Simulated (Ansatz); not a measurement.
# CH8GeO2Si: a ladder of functionals and wavefunction methods

The task here is to estimate one member of a computed series from the others.

The runs use Ansatz 0.2.0, Gaussian basis; functionals in def2-TZVPP, the program's frozen cores in correlated methods.

Plan: PBE-D4, r2SCAN-D4, PBE0-D4, B3LYP-D4, ωB97X-V, ωB97M-V, B2PLYP; CCSD(T)/def2-TZVPP; MP2/def2-QZVPP; extrapolation to the limit.

### The relaxed structure

The geometry comes from an earlier relaxation with PBE0-D4 in a triple-zeta def2 set; it is a stationary point, not always the lowest conformer.

SMILES `C[SiH](O)[GeH2][OH]`, 13 atoms, charge 0, spin multiplicity 1.

Atoms are counted from 1 here; the program's logs count them from 0.

Bond lengths: C1–Si2 1.865 Å, C1–H6 1.094 Å, C1–H7 1.094 Å, C1–H8 1.092 Å, Si2–O3 1.655 Å, Si2–Ge4 2.389 Å, Si2–H9 1.496 Å, O3–H10 0.958 Å, Ge4–O5 1.799 Å, Ge4–H11 1.546 Å, Ge4–H12 1.538 Å, O5–H13 0.959 Å. Angles: Si2–C1–H6 109.7°, Si2–C1–H7 111.5°, Si2–C1–H8 111.1°, H6–C1–H7 108.0°, H6–C1–H8 108.1°, H7–C1–H8 108.4°, C1–Si2–O3 112.9°, C1–Si2–Ge4 110.7°, C1–Si2–H9 108.2°, O3–Si2–Ge4 106.0°, O3–Si2–H9 110.3°, Ge4–Si2–H9 108.6°, Si2–O3–H10 118.0°, Si2–Ge4–O5 107.5°, Si2–Ge4–H11 113.6°, Si2–Ge4–H12 113.8°, O5–Ge4–H11 108.8°, O5–Ge4–H12 103.3° and more.

The first run:

in.yaml reads:

```yaml
crystal:
  periodic: [false, false, false]
  atoms:
    - {symbol: C, position_ang: [-0.071612, 1.828567, 0.260484]}
    - {symbol: Si, position_ang: [0.622273, 0.262369, -0.477547]}
    - {symbol: O, position_ang: [2.242808, 0.079130, -0.194079]}
    - {symbol: Ge, position_ang: [-0.434924, -1.657900, 0.472308]}
    - {symbol: O, position_ang: [-2.196703, -1.531827, 0.130360]}
    - {symbol: H, position_ang: [-1.154761, 1.857773, 0.111566]}
    - {symbol: H, position_ang: [0.357630, 2.717676, -0.209641]}
    - {symbol: H, position_ang: [0.124647, 1.877152, 1.333993]}
    - {symbol: H, position_ang: [0.351069, 0.278291, -1.948881]}
    - {symbol: H, position_ang: [2.844375, 0.704833, -0.600415]}
    - {symbol: H, position_ang: [0.088137, -2.996633, -0.097648]}
    - {symbol: H, position_ang: [-0.375245, -1.701980, 2.008660]}
    - {symbol: H, position_ang: [-2.397704, -1.717452, -0.789171]}
basis:
  gaussian: {orbitals: def2-TZVPP}
hamiltonian: {xc: pbe, dispersion: d4}
output: {forces: true, orbitals: {seedname: orbitals}}
```

The run is started by

```console
> ansatz run in.yaml --threads 2 --pin off --events-out ev --progress --plain --max-ram 32768MiB --backend cuda --devices 0, --max-vram 18GiB
```

Steps of the session up to this table: PBE-D4 (GGA); r2SCAN-D4 (meta-GGA); PBE0-D4 (hybrid); B3LYP-D4 (hybrid); ωB97X-V (range-separated); ωB97M-V (range-separated); B2PLYP (double hybrid); CCSD(T) in def2-TZVPP; MP2 in def2-QZVPP.

One table of the session follows, with a row left open; its other results are not shown here.

```
            method  atomisation energy (eV)
            PBE-D4                        ?
         r2SCAN-D4                   46.614
           PBE0-D4                   46.110
          B3LYP-D4                   46.344
           ωB97X-V                   46.747
           ωB97M-V                   46.526
            B2PLYP                   45.951
     HF/def2-TZVPP                   33.654
    MP2/def2-TZVPP                   46.090
   CCSD/def2-TZVPP                   44.995
CCSD(T)/def2-TZVPP                   45.605
           MP2/CBS                   47.283
       CCSD(T)/CBS                   46.798
```

Estimate the missing values for PBE-D4.

As computed: atomisation energy (eV): 46.814. In the column «atomisation energy (eV)» it lies between CCSD(T)/CBS (46.798) and MP2/CBS (47.283).

To keep in mind: Free atoms (1 C, 1 Si, 2 O, 1 Ge, 8 H) were run apart at each level; the atomisation energy is their sum less the molecule, without zero-point or spin-orbit terms.
